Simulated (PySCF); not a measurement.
# MoO2(OiPr)2: geometry, NMR shifts and electronic excitations

What NMR shifts and electronic excitations should MoO2(OiPr)2 (`CC(C)[O][Mo](=[O])(=[O])[O]C(C)C`) show?

Computed with PySCF 2.14.0, with density-fitted response routines of our own, on a single molecule in the gas phase. Atoms count from 0, in the outputs and in this text.

### 1 The starting structure

25 atoms, charge 0, multiplicity 1; geometry from: GFN2-xTB. The atoms were then displaced at random by about 0.03 Å, so the start is not that level's minimum.

Bonds of the start (Å): Mo0–O1 1.60, Mo0–O2 1.59, Mo0–O3 1.80, Mo0–O14 1.77, O3–C4 1.38, C4–C5 1.52, C4–C6 1.58, C4–H7 1.06, C5–H8 1.09, C5–H9 1.07, C5–H10 1.08, C6–H11 1.11, C6–H12 0.98, C6–H13 1.11, O14–C15 1.32, C15–C16 1.51, C15–C17 1.51, C15–H18 1.14, C16–H19 1.07, C16–H20 1.11, C16–H21 1.06, C17–H22 1.18, C17–H23 1.07, C17–H24 1.15.

### 2 Optimising the geometry at PBE0-D3(BJ)/def2-SVP

The job: settings as JSON, then the geometry in Å.

```
{"job": {"xc": "PBE0", "basis": "def2-SVP", "d3": "d3bj", "grid": 1, "maxiter": 40, "shake": 0.03, "kind": "geom"}, "charge": 0, "multiplicity": 1}
Mo     0.460650    -0.060110     0.216070
O      0.679120    -0.473310     1.747070
O      1.738550     0.553290    -0.502150
O     -0.738130     1.277760     0.162160
C     -0.937640     2.640220     0.241450
C     -0.338710     3.296110    -0.994900
C     -0.125210     3.075130     1.525570
H     -1.947420     2.957200     0.355410
H      0.685100     2.915340    -1.042310
H     -0.312930     4.358300    -0.886040
H     -0.937650     2.986380    -1.835040
H     -0.574160     2.607710     2.423560
H      0.795460     2.760930     1.387490
H     -0.219830     4.168580     1.676030
O     -0.279680    -1.346650    -0.738910
C     -0.154240    -2.660590    -0.805050
C     -0.779670    -3.291590     0.411840
C      1.311560    -3.018070    -0.899620
H     -0.682700    -3.069810    -1.731310
H     -0.388130    -2.857160     1.311260
H     -0.689400    -4.399820     0.403410
H     -1.830300    -3.170970     0.415400
H      1.789020    -2.525510    -1.865720
H      1.816330    -2.614700    -0.044410
H      1.550010    -4.144920    -0.960670
```

Started as:

```console
OMP_NUM_THREADS=2 python probes_run.py task.json out
```

One launch serves the whole session: the jobs run in the order shown.

**Question.** This job is followed by: GIAO PBE0/pcSseg-1 Mo:def2-TZVP NMR shielding, non-relativistic, gas phase; TDDFT CAM-B3LYP/def2-SVPD, vertical, gas phase, core orbitals frozen in the response; GIAO KT2/pcSseg-1 Mo:def2-TZVP NMR shielding, non-relativistic, gas phase. Predict these results of the whole session: point group; rotational constants (main isotopes); ¹³C shifts against TMS (PBE0/def2-TZVP+pcSseg-1, means over atoms taken as alike); ¹H shifts against TMS (PBE0/def2-TZVP+pcSseg-1, means over atoms taken as alike); ¹⁷O shifts against H2O (PBE0/def2-TZVP+pcSseg-1, means over atoms taken as alike); potential on the surface of density 0.002 e/bohr³, 1st and 99th percentile; lowest singlet (CAM-B3LYP/def2-SVPD); brightest single state of those computed; lowest triplet; range of the shift of O1 (with its like atoms).

**Answer**, as computed:

| quantity | value |
| --- | --- |
| point group | C1 |
| rotational constants (main isotopes) | 1.78, 0.46, 0.45 GHz |
| ¹³C shifts against TMS (PBE0/def2-TZVP+pcSseg-1, means over atoms taken as alike) | 79.9, 25.6 ppm |
| ¹H shifts against TMS (PBE0/def2-TZVP+pcSseg-1, means over atoms taken as alike) | 4.44, 1.35 ppm |
| ¹⁷O shifts against H2O (PBE0/def2-TZVP+pcSseg-1, means over atoms taken as alike) | 937.2, 320.7 ppm |
| potential on the surface of density 0.002 e/bohr³, 1st and 99th percentile | -1.47 V and 1.01 V |
| lowest singlet (CAM-B3LYP/def2-SVPD) | 5.05 eV (246 nm), f = 0.001 |
| brightest single state of those computed | state 10, 6.27 eV, f = 0.029 |
| lowest triplet | 4.54 eV |
| range of the shift of O1 (with its like atoms) | 846.4 to 937.2 ppm |

What this shows: The start of the PBE0/def2-SVP relaxation was shaken at random by about 0.03 Å, so part of the energy gained, and of the first lengths quoted, undoes that. Relaxing lowered the energy by 2.121 eV in 22 steps; the close pair that moved most is C6–H12, from 0.983 to 1.102 Å. No frequency check was run at this level, so the end point may be a saddle. At PBE0/def2-TZVP+pcSseg-1: Shielding is most anisotropic at O1, O2 (span 997 ppm, paramagnetic term -1008 ppm). At PBE0/def2-TZVP+pcSseg-1, counted by nearest atom on the grid, the HOMO lies on O1, O2, O3 about 23 % each; O14 10 %, the LUMO on Mo0 55 %; O1, O2, O14 about 11 % each. The lowest singlet, at 5.05 eV, is HOMO−2→LUMO+1 0.20, HOMO−3→LUMO+1 0.16 and is weak; of the 10 states computed, the strongest absorption comes from state 10 at 6.27 eV (the last computed, so partners may be missing). The lowest triplet lies 0.51 eV below the lowest singlet (triplets in Tamm-Dancoff, singlets in full TDDFT). In ppm, O1 (with its like atoms) moves most: its shift spreads over 90.8 ppm, from 846.4 (KT2/def2-TZVP+pcSseg-1) to 937.2 (PBE0/def2-TZVP+pcSseg-1). Spin-orbit coupling is left out, which matters for shieldings and couplings at and beside the heavy atoms.
